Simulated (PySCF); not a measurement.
**One shape, several levels: CH5ClFPSi (SMILES FC(Cl)[SiH2]P)**

We compute a comparison of 6 runs (HF/3-21G, B3LYP/6-31G*, B2PLYP/pcseg-1, PBE0/aug-cc-pVDZ, MP2/def2-SVP) of CH5ClFPSi. 

The results are computed with PySCF 2.14.0.

### Step 1. The system as given

CH5ClFPSi has 10 atoms, charge 0, and is taken as a singlet. SMILES: `FC(Cl)[SiH2]P`. Geometry: relaxed at GFN2-xTB. This is one conformer, not always the lowest.

Bond lengths: F1–C2 1.362 Å, C2–Cl3 1.788 Å, C2–Si4 1.943 Å, Si4–P5 2.238 Å, C2–H6 1.094 Å, Si4–H7 1.460 Å, Si4–H8 1.464 Å, P5–H9 1.385 Å, P5–H10 1.388 Å. Some angles: F1–C2–Cl3 108.1°, F1–C2–Si4 111.2°, Cl3–C2–Si4 108.7°, C2–Si4–P5 110.4°, F1–C2–H6 106.4°, Cl3–C2–H6 106.7°, Si4–C2–H6 115.5°, C2–Si4–H7 105.8°, C2–Si4–H8 105.5°, P5–Si4–H7 111.5°.

### Step 2. Energy and gradient at HF/3-21G (run 1)

Input file job.py:

```python
import pyscf.grad
from pyscf import gto, scf

mol = gto.M(
    atom='''
F   -0.327190  -1.922190   1.532570
C   -0.049300  -0.655700   1.114720
Cl   1.652660  -0.296500   1.527440
Si  -0.272700  -0.483840  -0.807370
P    0.036630   1.640540  -1.441000
H   -0.667340   0.012510   1.722530
H    0.722270  -1.369520  -1.403950
H   -1.645180  -0.914460  -1.082090
H    1.238210   1.796810  -0.769470
H   -0.688050   2.192340  -0.393380
''',
    verbose=4,
    charge=0,
    basis='3-21g',
    max_memory=1860,
)

calc0 = scf.RHF(mol)
calc0.conv_tol = 1e-10
calc0.kernel()
if not calc0.converged:
    calc0 = calc0.newton().run(calc0.mo_coeff, calc0.mo_occ)

energy = calc0.e_tot
print('E = %.10f Eh' % energy)
grad = calc0.Gradients().kernel()
calc0.analyze()
```

Started as:

```bash
$ OMP_NUM_THREADS=1 python job.py
```

Log:

```text
PySCF version 2.14.0

[... 82 lines left out ...]
One-electron Energy =                -2395.946502334712022
[... 8 lines left out ...]
MO #4   energy= -26.176218910922   occ= 2
[... 6 lines left out ...]
MO #11  energy= -6.14803930519408  occ= 2
[... 6 lines left out ...]
MO #18  energy= -1.61911704139278  occ= 2
[... 6 lines left out ...]
MO #25  energy= -0.659526819973554 occ= 2
[... 6 lines left out ...]
MO #32  energy= -0.43637191963597  occ= 2
[... 6 lines left out ...]
MO #39  energy= 0.237417213705063  occ= 0
[... 6 lines left out ...]
MO #46  energy= 0.578904639807905  occ= 0
[... 6 lines left out ...]
MO #53  energy= 0.879469833449864  occ= 0
[... 6 lines left out ...]
MO #60  energy= 1.3043872227299    occ= 0
[... 6 lines left out ...]
MO #67  energy= 3.97399988108635   occ= 0
[... 41 lines left out ...]
pop of  3 Si 3py          0.80771
pop of  3 Si 3pz          0.66665
pop of  3 Si 4px          0.01362
pop of  3 Si 4py          0.01754
pop of  3 Si 4pz          0.01729
pop of  4 P 1s            1.99999
pop of  4 P 2s            1.99826
pop of  4 P 3s            1.56926
pop of  4 P 4s            0.00267
pop of  4 P 2px           1.99979
pop of  4 P 2py           1.99981
pop of  4 P 2pz           1.99982
pop of  4 P 3px           0.94702
pop of  4 P 3py           1.10189
pop of  4 P 3pz           1.45375
pop of  4 P 4px           0.01109
pop of  4 P 4py           0.00605
pop of  4 P 4pz           0.00486
pop of  5 H 1s            0.86278
pop of  5 H 2s            0.01289
pop of  6 H 1s            1.07298
pop of  6 H 2s            0.00190
pop of  7 H 1s            1.08460
pop of  7 H 2s            0.00181
pop of  8 H 1s            0.98637
pop of  8 H 2s            0.00567
pop of  9 H 1s            1.00322
pop of  9 H 2s            0.00522
 ** Mulliken atomic charges  **
charge of    0F =     -0.29040
charge of    1C =     -0.00089
charge of    2Cl =     -0.13305
charge of    3Si =      0.55603
charge of    4P =     -0.09423
charge of    5H =      0.12433
charge of    6H =     -0.07488
charge of    7H =     -0.08641
charge of    8H =      0.00796
charge of    9H =     -0.00844
Dipole moment(X, Y, Z, Debye): -1.52184,  1.06267, -0.47843
```

Run time: 1.9 s. Hardware: 1 thread of Intel Xeon 6975P-C (Granite Rapids), shared host; peak memory 0.14 GiB.

### Step 3. Energy and gradient at B3LYP/6-31G(d) (spherical functions) (run 2)

Input file calc.py:

```python
import pyscf.grad
from pyscf import gto, dft

mol = gto.M(
    atom='''
F     -0.618299    -3.632413     2.896138
C     -0.093163    -1.239093     2.106516
Cl     3.123075    -0.560304     2.886443
Si    -0.515328    -0.914325    -1.525708
P      0.069221     3.100171    -2.723095
H     -1.261090     0.023640     3.255110
H      1.364892    -2.588018    -2.653081
H     -3.108940    -1.728079    -2.044854
H      2.339878     3.395479    -1.454088
H     -1.300226     4.142922    -0.743380
''',
    verbose=3,
    basis='6-31g*',
    max_memory=1860,
    unit='bohr',
)

calc0 = dft.RKS(mol, xc='b3lyp')
calc0.conv_tol = 1e-10
calc0.grids.level = 5
calc0.kernel()
if not calc0.converged:
    calc0 = calc0.newton().run(calc0.mo_coeff, calc0.mo_occ)

e_tot = calc0.e_tot
print(f'total energy: {e_tot:.8f} hartree')
grad = calc0.Gradients().kernel()
calc0.analyze()
```

Started as:

```bash
$ OMP_NUM_THREADS=1 python calc.py
```

Log:

```text
converged SCF energy = -1231.9696453637
[... 13 lines left out ...]
MO #4   energy= -24.7013894136806  occ= 2
[... 7 lines left out ...]
MO #12  energy= -4.71430378227984  occ= 2
[... 7 lines left out ...]
MO #20  energy= -0.683226004921814 occ= 2
[... 7 lines left out ...]
MO #28  energy= -0.363424543717525 occ= 2
[... 7 lines left out ...]
MO #36  energy= 0.0158472722705052 occ= 0
[... 7 lines left out ...]
MO #44  energy= 0.221003241245965  occ= 0
[... 7 lines left out ...]
MO #52  energy= 0.445067927246679  occ= 0
[... 7 lines left out ...]
MO #60  energy= 0.658760737459825  occ= 0
[... 7 lines left out ...]
MO #68  energy= 0.874640582835855  occ= 0
[... 7 lines left out ...]
MO #76  energy= 1.18123506035525   occ= 0
[... 7 lines left out ...]
MO #84  energy= 1.81513621030484   occ= 0
[... 7 lines left out ...]
MO #92  energy= 3.02884940707598   occ= 0
[... 11 lines left out ...]
Dipole moment(X, Y, Z, Debye): -1.12832,  0.88926, -0.24805
```

Wall time 29 s (1 thread of Intel Xeon 6975P-C (Granite Rapids), shared host); peak memory 0.9 GiB.

Runs 3 to 5 aren't shown in full; the table further down has their settings and results.

### Step 4. Energy and gradient at MP2/def2-SVP (run 6)

Input file input.py:

```python
import pyscf.grad
from pyscf import gto, scf, mp

mol = gto.Mole()
mol.atom = '''
F     -0.327190    -1.922190     1.532570
C     -0.049300    -0.655700     1.114720
Cl     1.652660    -0.296500     1.527440
Si    -0.272700    -0.483840    -0.807370
P      0.036630     1.640540    -1.441000
H     -0.667340     0.012510     1.722530
H      0.722270    -1.369520    -1.403950
H     -1.645180    -0.914460    -1.082090
H      1.238210     1.796810    -0.769470
H     -0.688050     2.192340    -0.393380
'''
mol.basis = 'def2-svp'
mol.verbose = 4
mol.spin = 0
mol.max_memory = 1860
mol.build()

mf = scf.RHF(mol)
mf.conv_tol = 1e-10
mf.kernel()
if not mf.converged:
    mf = mf.newton().run(mf.mo_coeff, mf.mo_occ)

pt = mp.MP2(mf, frozen=17).run()
e_tot = pt.e_tot
print('Final energy', e_tot)
grad = pt.Gradients().kernel()
dip = mf.dip_moment()
pop, q = mf.mulliken_pop()
```

Started as:

```bash
$ OMP_NUM_THREADS=1 python input.py
```

Log:

```text
PySCF version 2.14.0

[... 66 lines left out ...]
converged SCF energy = -1228.91533386352
[... 8 lines left out ...]
Final energy -1229.58948170097
[... 8 lines left out ...]
Dipole moment(X, Y, Z, Debye): -1.11240,  1.20405, -0.56178
[... 79 lines left out ...]
pop of  4 P 3dyz          0.01822
pop of  4 P 3dz^2         0.01151
pop of  4 P 3dxz          0.04479
pop of  4 P 3dx2-y2       0.03275
pop of  5 H 1s            0.76208
pop of  5 H 2s            0.12883
pop of  5 H 2px           0.00766
pop of  5 H 2py           0.00772
pop of  5 H 2pz           0.00861
pop of  6 H 1s            0.74881
pop of  6 H 2s            0.33339
pop of  6 H 2px           0.00535
pop of  6 H 2py           0.00471
pop of  6 H 2pz           0.00219
pop of  7 H 1s            0.74996
pop of  7 H 2s            0.34821
pop of  7 H 2px           0.00929
pop of  7 H 2py           0.00176
pop of  7 H 2pz           0.00096
pop of  8 H 1s            0.73887
pop of  8 H 2s            0.24381
pop of  8 H 2px           0.01154
pop of  8 H 2py           0.00286
pop of  8 H 2pz           0.00627
pop of  9 H 1s            0.74315
pop of  9 H 2s            0.26067
pop of  9 H 2px           0.00526
pop of  9 H 2py           0.00509
pop of  9 H 2pz           0.00993
 ** Mulliken atomic charges  **
charge of    0F =     -0.34857
charge of    1C =      0.14608
charge of    2Cl =     -0.21120
charge of    3Si =      0.64546
charge of    4P =     -0.08480
charge of    5H =      0.08510
charge of    6H =     -0.09445
charge of    7H =     -0.11019
charge of    8H =     -0.00334
charge of    9H =     -0.02410
```

It took 16 s on 1 thread of Intel Xeon 6975P-C (Granite Rapids), shared host; peak memory 0.85 GiB.

### Step 5. Overview of the runs

```csv
run,level,integration grid,Cartesian functions,energy (Eh),dipole moment (D) of the reference,HOMO energy (eV),LUMO energy (eV),wall time
1,HF/3-21G,–,no,-1223.109171,1.92,-10.46,3.57,1.9 s
2,B3LYP/6-31G* (spherical functions),5,no,-1231.969645,1.46,-7.36,0.03,29 s
3,B3LYP/6-31G* (Cartesian functions),5,yes,-1231.978918,1.46,-7.36,0.02,29 s
4,B2PLYP/pcseg-1,5,no,-1231.358922,1.77,-8.77,1.14,22 s
5,PBE0/aug-cc-pVDZ,5,no,-1231.469707,1.56,-7.75,-0.30,74 s
6,MP2/def2-SVP,–,no,-1229.589482,1.73,-10.39,3.80,16 s
```

### Step 6. Summary of results

| quantity | value |
| --- | --- |
| run 6: total energy | -1229.58948 Eh |
| run 6: dipole moment (Hartree–Fock density) | 1.73 D |
| run 6: HOMO energy (Hartree–Fock orbitals) | -10.39 eV |
| run 6: LUMO energy (Hartree–Fock orbitals) | 3.80 eV |
| run 6: HOMO–LUMO gap (Hartree–Fock orbitals) | 14.19 eV |
| run 6: correlation energy (17 core orbitals frozen) | -674.1 mEh |
| run 6: largest force on an atom | 1.072 eV/Å |

In words: Over runs 1, 2, 3, 4, 5 the dipole moment (its size) runs from 1.46 D (B3LYP/6-31G*) to 1.92 D (HF/3-21G). The two ends differ in method and basis. Over runs 1, 2, 3, 4, 5 the HOMO–LUMO gap runs from 7.38 eV (B3LYP/6-31G*) to 14.03 eV (HF/3-21G). Totals of different functionals can't be ranked against each other. All runs together took 2.9 min, the longest 74 s.
